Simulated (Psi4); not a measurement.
# doublet BCl2F+: levels of theory compared

Aim: a comparison of 4 runs (U-wB97M-V/6-311+G**, U-wB97X/6-311+G**, UB2PLYP/6-311+G**, UMP2/6-311+G**) of doublet BCl2F+. 

The calculation is run with Psi4 1.11.

2 further runs of the same task are left out: 2 set aside as unsound or not needed.

### Step 1. The structure to begin with

BCl2F+: 4 atoms, total charge +1, spin state doublet. SMILES of the parent species: `FB(Cl)Cl`. Geometry: relaxed at PBE0-D4/def2-TZVP. That shape belongs to the parent species and isn't relaxed for this state.

Bond lengths: F1–B2 1.310 Å, B2–Cl3 1.739 Å, B2–Cl4 1.739 Å. Angles: F1–B2–Cl3 119.3°, F1–B2–Cl4 119.3°, Cl3–B2–Cl4 121.5°.

### Step 2. A single-point energy at U-wB97M-V/6-311+G(d,p) (run 1)

The input, calc.inp:

```
memory 2.2 GB

molecule geom {
  1 2
  F      0.114370    -1.165320    -0.781190
  B      0.007910    -0.080610    -0.054040
  Cl    -1.549540     0.373780     0.571420
  Cl     1.427260     0.872140     0.263810
  symmetry c1
  no_reorient
  no_com
}

set globals {
  basis                6-311+G**
  reference            uks
  puream               true
  e_convergence        1e-09
  d_convergence        1e-08
  scf_type             pk
  dft_radial_points    99
  dft_spherical_points 590
  maxiter              100
}

energy_value, wavefunction = energy('wb97m-v', return_wfn=True)
print_variables()
```

Run with:

```console
psi4 calc.inp calc.out -n 1
```

calc.out:

```text
[...]
  Running in c1 symmetry.
[...]
  Nuclear repulsion =  181.669072785720488
[...]
  Multiplicity = 2
[...]
  Nalpha       = 24
  Nbeta        = 23
[...]
    Number of basis functions: 104
[...]
   @UKS iter   1: -1044.71832852757484    1.34165e-01   3.71911e-03 ADIIS/DIIS
[...]
   @UKS iter  14: -1044.77339448182784   -3.86535e-12   8.25234e-09 DIIS
[...]
   @S^2 Observed:                7.556717578E-01
[...]
  @UKS Final Energy: -1044.77339448182784
   => Energetics <=
    Nuclear Repulsion Energy =            181.6690727857204877
    One-Electron Energy =               -1791.2719547704691649
    Two-Electron Energy =                 618.7461827233470331
    DFT Exchange-Correlation Energy =     -54.1127368630946393
    Empirical Dispersion Energy =           0.0000000000000000
    VV10 Nonlocal Energy =                  0.1960416426683655
    Total Energy =                      -1044.7733944818278360
[...]
 Multipole Moments:
 ------------------------------------------------------------------------------------
     Multipole            Electronic (a.u.)      Nuclear  (a.u.)        Total (a.u.)
 ------------------------------------------------------------------------------------
 L = 1.  Multiply by 2.5417464519 to convert [e a0] to [Debye]
 Dipole X            :          1.8162117           -1.9083966           -0.0921850
 Dipole Y            :        -18.5054527           19.4447338            0.9392811
 Dipole Z            :        -12.4056673           13.0353308            0.6296635
 Magnitude           :                                                    1.1345586
[...]
```

Wall time 46 s (1 thread of Intel Xeon 6975P-C (Granite Rapids), shared host); peak memory 1.2 GiB.

### Step 3. The energy at U-wB97X/6-311+G(d,p) (run 2)

The input, job.in:

```
memory 2200 mb

molecule system {
  1 2
  F      0.21612798    -2.20213565    -1.47623515
  B      0.01494773    -0.15233082    -0.10212080
  Cl    -2.92820622     0.70634183     1.07982730
  Cl     2.69713051     1.64810574     0.49852865
  units au
  symmetry c1
  no_reorient
  no_com
}

set globals {
  basis 6-311+G**
  reference uks
  puream true
  e_convergence 1e-09
  d_convergence 1e-08
  scf_type pk
  dft_radial_points 99
  dft_spherical_points 590
  maxiter 100
}

e_tot = energy('wb97x')
print_variables()
```

Run with:

```console
psi4 -i job.in -o job.out -n 1
```

job.out:

```text
[...]
  Running in c1 symmetry.
[...]
  Nuclear repulsion =  181.669072837694472
[...]
  Multiplicity = 2
[...]
  Nalpha       = 24
  Nbeta        = 23
[...]
    Number of basis functions: 104
[...]
   @UKS iter   1: -1044.74836797275816    1.31507e-01   3.93385e-03 ADIIS/DIIS
[...]
   @UKS iter  14: -1044.80952612836427   -9.54969e-12   5.84366e-09 DIIS
[...]
   @S^2 Observed:                7.583056123E-01
[...]
  @UKS Final Energy: -1044.80952612836427
   => Energetics <=
    Nuclear Repulsion Energy =            181.6690728376944719
    One-Electron Energy =               -1791.4473496678494939
    Two-Electron Energy =                 618.4443461423886674
    DFT Exchange-Correlation Energy =     -53.4755954405979139
    Empirical Dispersion Energy =           0.0000000000000000
    VV10 Nonlocal Energy =                  0.0000000000000000
    Total Energy =                      -1044.8095261283642685
[...]
 Multipole Moments:
 ------------------------------------------------------------------------------------
     Multipole            Electronic (a.u.)      Nuclear  (a.u.)        Total (a.u.)
 ------------------------------------------------------------------------------------
 L = 1.  Multiply by 2.5417464519 to convert [e a0] to [Debye]
 Dipole X            :          1.8164188           -1.9083966           -0.0919778
 Dipole Y            :        -18.5075568           19.4447337            0.9371769
 Dipole Z            :        -12.4070782           13.0353308            0.6282526
 Magnitude           :                                                    1.1320167
[...]
```

Wall time 15 s (1 thread of Intel Xeon 6975P-C (Granite Rapids), shared host); peak memory 1.1 GiB.

### Step 4. The energy at UB2PLYP/6-311+G(d,p) (density fitting for correlation) (run 3)

The input, bcl2f.xyz:

```xyz
4
BCl2F
F      0.114370    -1.165320    -0.781190
B      0.007910    -0.080610    -0.054040
Cl    -1.549540     0.373780     0.571420
Cl     1.427260     0.872140     0.263810
```

The input, run.py:

```python
import psi4

psi4.set_memory('2200 MB')
psi4.set_num_threads(1)
psi4.core.set_output_file('output.dat', False)

with open('bcl2f.xyz') as f:
    atoms = ''.join(f.readlines()[2:])
m = psi4.geometry('1 2\n' + atoms + 'symmetry c1')

psi4.set_options({
    'basis': '6-311+G**',
    'reference': 'uks',
    'puream': True,
    'e_convergence': 1e-09,
    'd_convergence': 1e-08,
    'scf_type': 'pk',
    'dft_radial_points': 99,
    'dft_spherical_points': 590,
    'num_frozen_docc': 12,
    'maxiter': 100,
})

E, wfn = psi4.energy("B2PLYP", return_wfn=True)
print(f'total energy {E:.8f} hartree = {E * 27.211386:.5f} eV')
```

Run with:

```console
python run.py
```

output.dat:

```text
[...]
  Running in c1 symmetry.
[...]
  Nuclear repulsion =  181.669072785720459
[...]
  Multiplicity = 2
[...]
  Nalpha       = 24
  Nbeta        = 23
[...]
    Number of basis functions: 104
[...]
   @UKS iter   1: -1044.23610924225522    1.55709e-01   3.63282e-03 ADIIS/DIIS
[...]
   @UKS iter  14: -1044.28654599730112   -9.09495e-13   6.85028e-09 DIIS
[...]
   @S^2 Observed:                7.621539172E-01
[...]
  @UKS Final Energy: -1044.28654599730112
   => Energetics <=
    Nuclear Repulsion Energy =            181.6690727857204593
    One-Electron Energy =               -1791.3384066802354937
    Two-Electron Energy =                 599.1135986774129378
    DFT Exchange-Correlation Energy =     -33.7308107801988513
    Empirical Dispersion Energy =           0.0000000000000000
    VV10 Nonlocal Energy =                  0.0000000000000000
    Total Energy =                      -1044.2865459973011184
[...]
 Multipole Moments:
 ------------------------------------------------------------------------------------
     Multipole            Electronic (a.u.)      Nuclear  (a.u.)        Total (a.u.)
 ------------------------------------------------------------------------------------
 L = 1.  Multiply by 2.5417464519 to convert [e a0] to [Debye]
 Dipole X            :          0.0209863           -0.0786930           -0.0577066
 Dipole Y            :         -0.2138197            0.8018151            0.5879955
 Dipole Z            :         -0.1433457            0.5375133            0.3941677
 Magnitude           :                                                    0.7102372
[...]
```

On the terminal:

```text
total energy -1044.47448147 hartree = -28421.59828 eV
```

It took 11 s on 1 thread of Intel Xeon 6975P-C (Granite Rapids), shared host; peak memory 0.94 GiB.

### Step 5. A single-point energy at UMP2/6-311+G(d,p) (run 4)

The input, calc.py:

```python
import psi4

psi4.set_memory(2200000000)
psi4.set_num_threads(1)
psi4.core.set_output_file('output.dat', False)

mol = psi4.geometry("""
1 2
F      0.114370    -1.165320    -0.781190
B      0.007910    -0.080610    -0.054040
Cl    -1.549540     0.373780     0.571420
Cl     1.427260     0.872140     0.263810
units angstrom
symmetry c1
""")

psi4.set_options({
    'basis': '6-311+G**',
    'reference': 'uhf',
    'puream': True,
    'e_convergence': 1e-09,
    'd_convergence': 1e-08,
    'scf_type': 'pk',
    'num_frozen_docc': 12,
    'mp2_type': 'conv',
    'maxiter': 100,
})

E, wfn = psi4.energy("mp2", return_wfn=True)
print('E =', round(E, 9))
```

Run with:

```console
python calc.py
```

output.dat:

```text
[...]
  Running in c1 symmetry.
[...]
  Nuclear repulsion =  181.669072785720459
[...]
  Multiplicity = 2
[...]
  Nalpha       = 24
  Nbeta        = 23
[...]
    Number of basis functions: 104
[...]
   @UHF iter   1: -1042.80771757646926    2.03611e-02   3.67213e-03 ADIIS/DIIS
[...]
   @UHF iter  15: -1042.88289208625179   -2.04636e-12   6.83786e-09 DIIS
[...]
   @S^2 Observed:                7.841137552E-01
[...]
  @UHF Final Energy: -1042.88289208625179
   => Energetics <=
    Nuclear Repulsion Energy =            181.6690727857204593
    One-Electron Energy =               -1790.9978876724849215
    Two-Electron Energy =                 566.4459228005127898
    Total Energy =                      -1042.8828920862517862
  UHF NO Occupations:
  HONO-2 :   22  A 1.9988460
  HONO-1 :   23  A 1.9854544
[...]
 Multipole Moments:
 ------------------------------------------------------------------------------------
     Multipole            Electronic (a.u.)      Nuclear  (a.u.)        Total (a.u.)
 ------------------------------------------------------------------------------------
 L = 1.  Multiply by 2.5417464519 to convert [e a0] to [Debye]
 Dipole X            :          0.0191896           -0.0786930           -0.0595034
 Dipole Y            :         -0.1953592            0.8018151            0.6064560
 Dipole Z            :         -0.1309744            0.5375133            0.4065389
 Magnitude           :                                                    0.7325322
[...]
	SCS-MP2 Total Energy (a.u.)        : -1043.42329227884534
	SOS-MP2 Total Energy (a.u.)        : -1043.37152844539764
	SCSN-MP2 Total Energy (a.u.)       : -1043.15620512685496
[...]
	SOS-PI-MP2 Total Energy (a.u.)     : -1043.45296783858862
[...]
	MP2 Total Energy (a.u.)            : -1043.44538055254930
[...]
```

On the terminal:

```text
E = -1043.445380553
```

Wall time 6.9 s (1 thread of Intel Xeon 6975P-C (Granite Rapids), shared host); peak memory 0.67 GiB.

### Step 6. The series

```csv
run,level,frozen core orbitals,fitting correlation,energy (Eh),HOMO energy (eV),LUMO energy (eV),⟨S²⟩,wall time
1,U-wB97M-V/6-311+G**,0,–,-1044.773394,-18.55,-12.63,0.756,46 s
2,U-wB97X/6-311+G**,0,–,-1044.809526,-18.58,-12.59,0.758,15 s
3,UB2PLYP/6-311+G** (density fitting for correlation),12,density fitting,-1044.474481,-17.14,-13.17,0.762,11 s
4,UMP2/6-311+G**,12,none,-1043.445381,-18.00,-10.91,0.784,6.9 s
```

### Step 7. Results

```
                                                         quantity           value
                                              run 4: total energy  -1043.44538 Eh
run 4: HOMO energy (Hartree–Fock orbitals) (highest over α and β)       -18.00 eV
 run 4: LUMO energy (Hartree–Fock orbitals) (lowest over α and β)       -10.91 eV
              run 4: correlation energy (12 core orbitals frozen)      -562.5 mEh
                         run 4: ⟨S²⟩ of the reference determinant           0.784
```

In words: Totals of different functionals can't be ranked against each other. All runs together took 80 s, the longest 46 s.
